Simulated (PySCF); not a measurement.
**Towards the basis-set limit for AsO+**

Aim: bond length, wavenumber and bond energy of AsO+ near the limit of CCSD(T), built from two basis sets and any small corrections listed.

Computed with PySCF 2.14.0. Level: CCSD(T) on RHF, scalar-relativistic core potentials.

### 1 Set-up

| Item | Value |
| --- | --- |
| molecule | AsO+ |
| state | singlet, unpaired electrons none |
| smaller basis | As cc-pwCVDZ-PP with ECP10, O aug-cc-pVDZ |
| larger basis | As cc-pwCVTZ-PP with ECP10, O aug-cc-pVTZ |
| frozen core orbitals | 5 |
| extrapolation | correlation as n⁻³ (n = 2, 3), Hartree–Fock as (n+1)·exp(−9√n) |
| corrections | core–valence correlation |
| distances (Å) | 1.3759, 1.4385, 1.5010, 1.5636, 1.6261, 1.7043, 1.7825 |
| masses (u) | 74.9216, 15.9949 |
| dissociation limit | As+ + O |

On the command line:

```
> OMP_NUM_THREADS=4 python comp.py task.json out
```

### 2 The runs

Before running it: what results should come out? Wanted: for each run, Re; ωe; ωexe; αe; De.

The runs gave:

```csv
level,Re (Å),ωe (cm⁻¹),ωexe (cm⁻¹),αe (cm⁻¹),De (eV)
"CCSD(T), smaller basis",1.5844,1049.2,5.13,0.00336,6.037
"CCSD(T), larger basis",1.5698,1098.1,5.11,0.00323,6.492
HF/CBS,1.5144,1343.6,3.97,0.00252,2.518
MP2/CBS,1.5863,1012.2,4.75,0.00362,7.310
CCSD/CBS,1.5493,1186.7,4.24,0.00284,6.071
CCSD(T)/CBS,1.5673,1106.1,5.06,0.00321,6.626
CCSD(T)/CBS+CV,1.5666,1106.6,5.08,0.00322,6.634
```

The last step gives Re = 1.5666 Å, ωe = 1106.6 cm⁻¹ and De = 6.634 eV; the smaller basis alone is off from it by +17.8 mÅ and -0.60 eV. Near the minimum the mean field binds by 2.42 eV and correlation adds 4.20 eV of binding. T1 is 0.027, large enough to doubt a single reference. Spin–orbit coupling and excitations beyond (T) are left out.
